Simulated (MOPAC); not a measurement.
# CHBF2O (SMILES FB1OC1F): levels of theory compared

Aim: a comparison of 4 runs (AM1, MNDO, PM6, PM7) of CHBF2O. 

The calculation is run with MOPAC 23.2.5.

4 further runs of the same task are left out: 4 set aside as unsound or not needed.

### Step 1. Starting point

CHBF2O: 6 atoms, total charge 0, spin state singlet. SMILES: `FB1OC1F`. The shape is that of a GFN2-xTB optimisation.

Bond lengths: F1–B2 1.300 Å, B2–O3 1.325 Å, B2–C4 1.510 Å, O3–C4 1.457 Å, C4–F5 1.358 Å, C4–H6 1.085 Å. Angles: F1–B2–O3 140.4°, F1–B2–C4 158.1°, O3–B2–C4 61.5°, B2–O3–C4 65.5°, B2–C4–O3 53.0°, B2–C4–F5 121.1°, O3–C4–F5 112.1°, B2–C4–H6 129.0°, O3–C4–H6 113.3°, F5–C4–H6 109.6°.

### Step 2. Energy and gradient at AM1 (run 1)

calc.mop

```
AM1 DISP GRADIENTS BONDS 1SCF AUX(PRECISION=6) THREADS=1
gradient of CHBF2O

F -0.251740 1 -2.159430 1 -0.003970 1
B -0.247090 1 -0.860480 1 0.041850 1
O -1.086790 1 0.161350 1 0.116510 1
C 0.319320 1 0.538950 1 0.052400 1
F 0.624330 1 1.181590 1 -1.104500 1
H 0.641970 1 1.138030 1 0.897710 1
```

Launch:

```console
mopac calc.mop
```

calc.out:

```text
MOPAC v23.2.5
AM1 CALCULATION RESULTS
[...]
           Empirical Formula: C H O F2 B  =     6 atoms
      MOLECULAR POINT GROUP   :   C1
[...]
     SCF FIELD WAS ACHIEVED
[...]
                              SUM =       -148.30348 KCAL/MOL = FINAL HEAT OF FORMATION
          TOTAL ENERGY            =      -1502.81660 EV
          ELECTRONIC ENERGY       =      -3462.45656 EV
          CORE-CORE REPULSION     =       1959.63996 EV
          COSMO AREA              =         93.96 SQUARE ANGSTROMS
          COSMO VOLUME            =         76.24 CUBIC ANGSTROMS
          GRADIENT NORM           =        121.41548          =       49.56766 PER ATOM
          IONIZATION POTENTIAL    =         11.016294 EV
          HOMO LUMO ENERGIES (EV) =        -11.016  0.547
          NO. OF FILLED LEVELS    =         14
          MOLECULAR WEIGHT        =         77.8251         POINT GROUP:  C1
[...]
              NET ATOMIC CHARGES AND DIPOLE CONTRIBUTIONS
  ATOM NO.   TYPE          CHARGE      No. of ELECS.   s-Pop       p-Pop
    1          F          -0.064817        7.0648     1.87715     5.18766
    2          B           0.293475        2.7065     1.04614     1.66039
    3          O          -0.259937        6.2599     1.89361     4.36633
    4          C           0.028531        3.9715     1.24892     2.72255
    5          F          -0.138914        7.1389     1.91788     5.22104
    6          H           0.141661        0.8583     0.85834
 DIPOLE           X         Y         Z       TOTAL
 POINT-CHG.     1.151    -0.682     1.270     1.845
 HYBRID        -0.240     0.076    -0.070     0.262
 SUM            0.911    -0.606     1.200     1.624
[...]
 * JOB ENDED NORMALLY *
[...]
```

Wall time 0.04 s (1 thread of Intel Xeon Platinum 8259CL at 2.50GHz (Skylake/Cascade Lake), shared host).

### Step 3. Energy and gradient at MNDO (run 2)

chbf2o.mop

```
MNDO 1SCF BONDS DISP GRADIENTS AUX(PRECISION=6) THREADS=1
CHBF2O

F -0.251740 1 -2.159430 1 -0.003970 1
B -0.247090 1 -0.860480 1 0.041850 1
O -1.086790 1 0.161350 1 0.116510 1
C 0.319320 1 0.538950 1 0.052400 1
F 0.624330 1 1.181590 1 -1.104500 1
H 0.641970 1 1.138030 1 0.897710 1
```

Launch:

```console
mopac chbf2o.mop
```

chbf2o.out:

```text
MOPAC v23.2.5
MNDO CALCULATION RESULTS
[...]
           Empirical Formula: C H O F2 B  =     6 atoms
      MOLECULAR POINT GROUP   :   C1
[...]
     SCF FIELD WAS ACHIEVED
[...]
                              SUM =       -149.21357 KCAL/MOL = FINAL HEAT OF FORMATION
          TOTAL ENERGY            =      -1494.20479 EV
          ELECTRONIC ENERGY       =      -3460.47353 EV
          CORE-CORE REPULSION     =       1966.26874 EV
          COSMO AREA              =         93.96 SQUARE ANGSTROMS
          COSMO VOLUME            =         76.24 CUBIC ANGSTROMS
          GRADIENT NORM           =        131.48397          =       53.67811 PER ATOM
          IONIZATION POTENTIAL    =         11.870045 EV
          HOMO LUMO ENERGIES (EV) =        -11.870  0.373
          NO. OF FILLED LEVELS    =         14
          MOLECULAR WEIGHT        =         77.8251         POINT GROUP:  C1
[...]
              NET ATOMIC CHARGES AND DIPOLE CONTRIBUTIONS
  ATOM NO.   TYPE          CHARGE      No. of ELECS.   s-Pop       p-Pop
    1          F          -0.105912        7.1059     1.82095     5.28496
    2          B           0.210490        2.7895     1.02113     1.76838
    3          O          -0.215368        6.2154     1.84538     4.36998
    4          C           0.251323        3.7487     1.20502     2.54366
    5          F          -0.217790        7.2178     1.89139     5.32640
    6          H           0.077257        0.9227     0.92274
 DIPOLE           X         Y         Z       TOTAL
 POINT-CHG.     0.973    -0.101     1.476     1.770
 HYBRID        -0.170    -0.116     0.063     0.215
 SUM            0.803    -0.218     1.538     1.749
[...]
 * JOB ENDED NORMALLY *
[...]
```

Wall time 0.04 s (1 thread of Intel Xeon Platinum 8259CL at 2.50GHz (Skylake/Cascade Lake), shared host).

Run 3 isn't shown in full; the table further down has it.

### Step 4. Energy and gradient at PM7 (run 4)

job.mop

```
PM7 1SCF DISP GRADIENTS BONDS AUX(PRECISION=9) THREADS=1
CHBF2O, PM7

F -0.251740 1 -2.159430 1 -0.003970 1
B -0.247090 1 -0.860480 1 0.041850 1
O -1.086790 1 0.161350 1 0.116510 1
C 0.319320 1 0.538950 1 0.052400 1
F 0.624330 1 1.181590 1 -1.104500 1
H 0.641970 1 1.138030 1 0.897710 1
```

Launch:

```console
mopac job.mop
```

job.out:

```text
MOPAC v23.2.5
PM7 CALCULATION RESULTS
[...]
           Empirical Formula: C H O F2 B  =     6 atoms
      MOLECULAR POINT GROUP   :   C1
[...]
     SCF FIELD WAS ACHIEVED
[...]
                              SUM =       -162.78321 KCAL/MOL = FINAL HEAT OF FORMATION
          TOTAL ENERGY            =      -1420.74971 EV
          ELECTRONIC ENERGY       =      -3274.32349 EV
          CORE-CORE REPULSION     =       1853.57378 EV
          COSMO AREA              =         93.96 SQUARE ANGSTROMS
          COSMO VOLUME            =         76.24 CUBIC ANGSTROMS
          GRADIENT NORM           =        140.16135          =       57.22063 PER ATOM
          IONIZATION POTENTIAL    =         11.108954 EV
          HOMO LUMO ENERGIES (EV) =        -11.109 -1.014
          NO. OF FILLED LEVELS    =         14
          MOLECULAR WEIGHT        =         77.8251         POINT GROUP:  C1
[...]
              NET ATOMIC CHARGES AND DIPOLE CONTRIBUTIONS
  ATOM NO.   TYPE          CHARGE      No. of ELECS.   s-Pop       p-Pop
    1          F          -0.259374        7.2594     1.94075     5.31862
    2          B           0.514100        2.4859     0.62395     1.86195
    3          O          -0.320014        6.3200     1.85994     4.46007
    4          C           0.103659        3.8963     1.14995     2.74640
    5          F          -0.194403        7.1944     1.97040     5.22400
    6          H           0.156031        0.8440     0.84397
 DIPOLE           X         Y         Z       TOTAL
 POINT-CHG.     1.431     0.335     1.659     2.217
 HYBRID        -0.738    -0.031    -0.291     0.794
 SUM            0.694     0.305     1.368     1.564
[...]
 * JOB ENDED NORMALLY *
[...]
```

Wall time 0.04 s (1 thread of Intel Xeon Platinum 8259CL at 2.50GHz (Skylake/Cascade Lake), shared host).

### Step 5. Overview of the runs

| run | level | heat of formation (kcal/mol) | dipole moment (D) | HOMO energy (eV) | LUMO energy (eV) | wall time |
| --- | --- | --- | --- | --- | --- | --- |
| 1 | AM1 | -148.30 | 1.62 | -11.02 | 0.55 | 0.04 s |
| 2 | MNDO | -149.21 | 1.75 | -11.87 | 0.37 | 0.04 s |
| 3 | PM6 | -152.79 | 1.65 | -11.17 | 0.09 | 0.04 s |
| 4 | PM7 | -162.78 | 1.56 | -11.11 | -1.01 | 0.04 s |

### Step 6. Outcome

| quantity | value |
| --- | --- |
| run 4: total energy | -52.21159 Eh |
| run 4: dipole moment | 1.56 D |
| run 4: HOMO energy | -11.11 eV |
| run 4: LUMO energy | -1.01 eV |
| run 4: HOMO–LUMO gap | 10.10 eV |
| run 4: dispersion energy | -0.67 kJ/mol |
| run 4: heat of formation at this unrelaxed shape | -162.8 kcal/mol |
| run 4: largest force on an atom | 4.304 eV/Å |

In words: The dipole moment (its size) runs from 1.56 D (PM7) to 1.75 D (MNDO). The HOMO–LUMO gap runs from 10.10 eV (PM7) to 12.24 eV (MNDO). Force-field and semi-empirical energies have zeros of their own, so their totals don't compare. All runs together took 0.16 s, the longest 0.04 s.
